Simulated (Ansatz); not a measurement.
# Pd3PtSe4: the cost of one run

Method: DFT PBE, scalar-relativistic, plane waves, PAW, unless a step names another level, in Ansatz 0.2.0.

1 further run of the same task is left out (it didn't finish).

## (1) The starting structure

Symmetry: P4_2/m, No. 84, tetragonal system. The conventional cell has a = 6.842 Å, b = 6.842 Å, c = 7.023 Å, α = 90.00°, β = 90.00°, γ = 90.00°. Pd (site symmetry m) is surrounded by 4 Se at 2.49 to 2.50 Å. Around Pd (site symmetry -4) lie 4 Se at 2.49 Å. Around Pt (site symmetry 2/m) lie 4 Se at 2.45 Å. Se (site symmetry 1) is surrounded by 1 Pt at 2.45 Å and 3 Pd at 2.49 to 2.50 Å.

Structure file:

```cif
data_structure
_symmetry_space_group_name_H-M 'P 1'
_symmetry_Int_Tables_number 1
_cell_length_a 6.8422
_cell_length_b 6.8422
_cell_length_c 7.0228
_cell_angle_alpha 90.000
_cell_angle_beta 90.000
_cell_angle_gamma 90.000
_cell_volume 328.78
loop_
_atom_site_label
_atom_site_type_symbol
_atom_site_fract_x
_atom_site_fract_y
_atom_site_fract_z
_atom_site_occupancy
Pd1 Pd 0.25874 0.53190 0.50000 1
Pd2 Pd 0.74126 0.46810 0.50000 1
Pd3 Pd 0.53190 0.74126 0.00000 1
Pd4 Pd 0.46810 0.25874 0.00000 1
Pd5 Pd 0.00000 0.00000 0.75000 1
Pd6 Pd 0.00000 0.00000 0.25000 1
Pt1 Pt 0.00000 0.50000 0.00000 1
Pt2 Pt 0.50000 0.00000 0.50000 1
Se1 Se 0.19236 0.30887 0.77236 1
Se2 Se 0.19236 0.30887 0.22764 1
Se3 Se 0.80764 0.69113 0.22764 1
Se4 Se 0.80764 0.69113 0.77236 1
Se5 Se 0.30887 0.80764 0.27236 1
Se6 Se 0.30887 0.80764 0.72764 1
Se7 Se 0.69113 0.19236 0.72764 1
Se8 Se 0.69113 0.19236 0.27236 1
```

It came out lowest among 21 distinct ends of the trial cells. At a tolerance of 0.05 Å it has space group P4_2/m (No. 84).

## (2) Kick test: the unmoved cell on a coarse mesh

File input.yaml:

```yaml
crystal:
  lattice:
    - [6.842221157, 0.0, 0.0]
    - [0.0, 6.842221157, 0.0]
    - [0.0, 0.0, 7.0227521402]
  atoms:
    - { symbol: Pd, position: [0.2587360937, 0.5318982924, 0.5] }
    - { symbol: Pd, position: [0.7412639063, 0.4681017076, 0.5] }
    - { symbol: Pd, position: [0.5318982924, 0.7412639063, 0.0] }
    - { symbol: Pd, position: [0.4681017076, 0.2587360937, 0.0] }
    - { symbol: Pd, position: [0.0, 0.0, 0.75] }
    - { symbol: Pd, position: [0.0, 0.0, 0.25] }
    - { symbol: Pt, position: [0.0, 0.5, 0.0] }
    - { symbol: Pt, position: [0.5, 0.0, 0.5] }
    - { symbol: Se, position: [0.1923592349, 0.3088699382, 0.7723607947] }
    - { symbol: Se, position: [0.1923592349, 0.3088699382, 0.2276392053] }
    - { symbol: Se, position: [0.8076407651, 0.6911300618, 0.2276392053] }
    - { symbol: Se, position: [0.8076407651, 0.6911300618, 0.7723607947] }
    - { symbol: Se, position: [0.3088699382, 0.8076407651, 0.2723607947] }
    - { symbol: Se, position: [0.3088699382, 0.8076407651, 0.7276392053] }
    - { symbol: Se, position: [0.6911300618, 0.1923592349, 0.7276392053] }
    - { symbol: Se, position: [0.6911300618, 0.1923592349, 0.2723607947] }
basis:
  ecutwfc: 420
kpoints:
  mp_grid: { grid: [4, 4, 4] }
hamiltonian:
  xc: pbe
scf:
  occupations: { method: gaussian, width: 0.2 }
  lower_state_search: "off"
output:
  forces: true
  stress: true
  eigenvalues: true
```

Started as:

```
> ansatz run input.yaml --threads 1 --pin off --max-ram 2560MiB --backend cpu --events-out ev --progress --plain --runs-dir out
```

What time and memory should one allow on 1 thread of AMD EPYC 9R45 (Zen 5), shared host?

About 19 s, with a peak of 1.1 GiB.
